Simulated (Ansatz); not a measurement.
# C2H5FOSi: one species, many methods

Aim: compute C2H5FOSi with functionals from several rungs and with coupled cluster. The yardstick is the atomisation energy at the CCSD(T) limit.

The runs use Ansatz 0.2.0, Gaussian basis; functionals in def2-TZVPP, the program's frozen cores in correlated methods.

The runs, in order: LDA (SPW92), PBE-D4, revPBE-D4, BLYP-D4, r2SCAN-D4, B97M-V, PBE0-D4, B3LYP-D4, r2SCANh-D4, r2SCAN0-D4, HSE06-D4, BHLYP-D4, CAM-B3LYP-D4, LC-ωPBE, ωB97X-V, ωB97M-V, B2PLYP, PBE-QIDH; CCSD(T)/def2-SVP; CCSD(T)/def2-TZVPP; MP2/def2-QZVPP; extrapolation to the limit; RPA on PBE.

### Step 1. Structure used throughout

An earlier PBE0-D4 in a triple-zeta def2 set relaxation fixed the geometry.

SMILES `C=C[SiH](O)F`, 10 atoms, charge 0, spin multiplicity 1.

Atoms are counted from 1 here; the program's logs count them from 0.

Bond lengths: C1–C2 1.331 Å, C1–H6 1.087 Å, C1–H7 1.086 Å, C2–Si3 1.849 Å, C2–H8 1.089 Å, Si3–O4 1.632 Å, Si3–F5 1.600 Å, Si3–H9 1.476 Å, O4–H10 0.959 Å. Angles: C2–C1–H6 121.6°, C2–C1–H7 122.3°, H6–C1–H7 116.0°, C1–C2–Si3 122.6°, C1–C2–H8 118.3°, Si3–C2–H8 119.1°, C2–Si3–O4 111.8°, C2–Si3–F5 106.9°, C2–Si3–H9 114.4°, O4–Si3–F5 110.7°, O4–Si3–H9 105.8°, F5–Si3–H9 107.2°, Si3–O4–H10 118.2°.

### Step 2. LDA

This LDA is Slater exchange with PW92 correlation.

in.yaml reads:

```yaml
crystal:
  periodic: [false, false, false]
  atoms:
    - {symbol: C, position_ang: [-1.098109, 0.447293, 1.114105]}
    - {symbol: C, position_ang: [-0.628326, 0.706164, -0.104103]}
    - {symbol: Si, position_ang: [0.596838, -0.388377, -0.952306]}
    - {symbol: O, position_ang: [1.350765, -1.383599, 0.099428]}
    - {symbol: F, position_ang: [1.651084, 0.570459, -1.679103]}
    - {symbol: H, position_ang: [-0.777672, -0.426697, 1.675041]}
    - {symbol: H, position_ang: [-1.825173, 1.088156, 1.604871]}
    - {symbol: H, position_ang: [-0.994494, 1.591941, -0.621161]}
    - {symbol: H, position_ang: [0.016060, -1.263684, -1.989099]}
    - {symbol: H, position_ang: [1.792224, -0.992754, 0.855326]}
basis:
  gaussian: {orbitals: def2-TZVPP}
hamiltonian: {xc: lda}
output: {orbitals: {seedname: orbitals}}
```

The run is started by

```bash
$ ansatz run in.yaml --threads 4 --pin off --events-out ev --progress --plain --max-ram 10444MiB
```

Further steps of the session: PBE-D4 (GGA); revPBE-D4 (GGA); BLYP-D4 (GGA); r2SCAN-D4 (meta-GGA); B97M-V (meta-GGA); PBE0-D4 (hybrid); B3LYP-D4 (hybrid); r2SCANh-D4 (hybrid); r2SCAN0-D4 (hybrid); HSE06-D4 (hybrid); BHLYP-D4 (hybrid); CAM-B3LYP-D4 (range-separated); LC-ωPBE (range-separated); ωB97X-V (range-separated); ωB97M-V (range-separated); B2PLYP (double hybrid); PBE-QIDH (double hybrid); CCSD(T) in def2-SVP; CCSD(T) in def2-TZVPP; MP2 in def2-QZVPP; RPA on PBE orbitals.

**Question.** What will the summary of the whole plan be? Wanted: atomisation energy, CCSD(T)/CBS; farthest beyond LDA; mean size of error, GGA; mean size of error, meta-GGA; mean size of error, hybrid; mean size of error, range-separated; mean size of error, double hybrid; gap, smallest and largest; T1 diagnostic.

The runs gave:

```
                               quantity                                              value
        atomisation energy, CCSD(T)/CBS                                     979.8 kcal/mol
functionals within 4.9 kcal/mol (0.5 %)  r2SCAN-D4, B97M-V, CAM-B3LYP-D4, ωB97X-V, ωB97M-V
                    farthest beyond LDA                          BHLYP-D4 (-34.5 kcal/mol)
                mean size of error, GGA                                      10.2 kcal/mol
           mean size of error, meta-GGA                                       2.6 kcal/mol
             mean size of error, hybrid                                      13.9 kcal/mol
    mean size of error, range-separated                                       3.3 kcal/mol
      mean size of error, double hybrid                                      11.8 kcal/mol
              gap, smallest and largest          5.33 eV (LDA (SPW92)), 12.66 eV (LC-ωPBE)
                          T1 diagnostic                                             0.0117
triples share of the correlation energy                                              3.6 %
```

LDA overbinds by 131.1 kcal/mol (13 %). PBE-D4 is off by +11.0 kcal/mol. Double hybrids carry the basis error of their MP2 part in triple zeta, and no dispersion term here, so their miss is partly the set-up's. The rungs meta-GGA, range-separated miss on average by less than the doubt on the reference (4.9 kcal/mol), so they tie. Misses under about 4.9 kcal/mol are within the doubt on the reference itself, which lacks core-valence correlation, relativity and higher excitations. Hartree-Fock recovers 74 % of the binding; the rest is correlation. CCSD(T) in def2-SVP is off by -64.2 kcal/mol, which most functionals beat. Orbital gaps span 5.3 to 12.7 eV; exact exchange widens them.
